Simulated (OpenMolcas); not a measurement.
# Ce²⁺ among point charges: CASSCF levels and susceptibility

Aim: the splitting of the states of Ce²⁺ in the field of 3 point charges, its lowest levels with spin-orbit coupling and its magnetic susceptibility.

The numbers are computed with OpenMolcas 26.06 (state-averaged CASSCF, spin-orbit coupling by RASSI with atomic mean-field integrals), except any that are marked as measured or tabulated.

**1. Starting point**

- Species: Ce²⁺ (cerium, Z = 58, 56 electrons)
- Basis: ANO-RCC-VDZP [7s6p4d2f1g], 68 functions
- Scalar Hamiltonian: DKH2, point nucleus
- Inactive shells: 1s 2s 2p 3s 3p 3d 4s 4p 4d 5s 5p
- Active space: 2 electrons in 7 orbitals (4f)
- Some configurations of this space: 4f²
- Orbitals: optimised for the highest spin of each parity, averaged over all roots

The outer shells:

4f2
```
4f [↑ ][↑ ][  ][  ][  ][  ][  ]
```

The ion sits among 3 point charges of -0.5 e arranged as a planar triangle (D3h), 2.8 Å from the ion.

The work runs as a chain of OpenMolcas steps in one folder; each step below is one input file. Labels, J, g values, rates, χT and fits are worked out afterwards by a script from the matrices that RASSI stores.

**2. Basis and integrals**

The input, a.inp:

```
&GATEWAY
Coord
1

Ce 0.0 0.0 0.0
Basis=ANO-RCC-VDZP
Group=NoSym
NoMove
AngMom=0.0 0.0 0.0
AMFI
XField
3 Angstrom 0
2.800000 0.000000 0.000000 -0.500000
-1.400000 2.424871 0.000000 -0.500000
-1.400000 -2.424871 0.000000 -0.500000
&SEWARD
```

**3. Reference wave functions, triplets, 21 roots**

The input, a.inp:

```
&RASSCF
FileOrb=start.orb
Symmetry=1
Spin=3
nActEl=2 0 0
Inactive=27
Ras2=7
CIRoot=21 21 1
SDav=21
CIMx=300
Iter=120 100
PrWF=0.3
OrbListing=Nothing
MaxOrb=0
>>> COPY $Project.JobIph JOB001
```

start.orb holds the contracted functions of the basis, ordered by shell, or the orbitals of the step before.

**4. Reference wave functions, singlets, 28 roots**

The input, a.inp:

```
&RASSCF
FileOrb=start.orb
Symmetry=1
Spin=1
nActEl=2 0 0
Inactive=27
Ras2=7
CIRoot=28 28 1
SDav=28
CIMx=300
Iter=120 100
PrWF=0.3
OrbListing=Nothing
MaxOrb=0
CIOnly
>>> COPY $Project.JobIph JOB002
```

**5. RASSI: spin-orbit coupling between the states**

The input, a.inp:

```
&RASSI
NrOfJobIphs=2 21 27
1 2 3 4 5 6 7 8 9 10 11 12 13 14 15 16 17 18 19 20 21
1 2 3 4 5 6 7 8 9 10 11 12 13 14 15 16 17 18 19 20 21 22 23 24 25 26 27
IphNames
JOB001
JOB002
EJob
SpinOrbit
DIPRint=1.0
SOCoupling=1000.0
Subsets=2
Property=9
'ANGMOM' 1 'ANGMOM' 2 'ANGMOM' 3 'MLTPL  1' 1 'MLTPL  1' 2 'MLTPL  1' 3
'AMFI' 1 'AMFI' 2 'AMFI' 3
SOProperty=3
'ANGMOM' 1 'ANGMOM' 2 'ANGMOM' 3
```

Q: Predict the outcome of this session. Wanted: spin-free ground state; first state of the same spin within the active space; lowest level; next level.

**Answer**, as computed:

```
                                            quantity                            value
                                              method                           CASSCF
                              spin-free ground state  3A2, 1-fold in its orbital part
first state of the same spin within the active space                  3E at 33.6 cm⁻¹
                                        lowest level                        1-fold A1
                                          next level                        45.9 cm⁻¹
                                         χT at 300 K                   1.58 cm³ K/mol
                           effective moment at 300 K                          3.55 μB
```

In words: The spin-free ground state (3A2) comes to 100 % from free-ion H terms and keeps the highest spin of the shell. The singlets rest on orbitals optimised for another spin in at least one step, which raises them against the optimised states. Not all states of the active space went into the spin-orbit step. Point charges carry no covalency, so the field is a model and not that of real ligands.
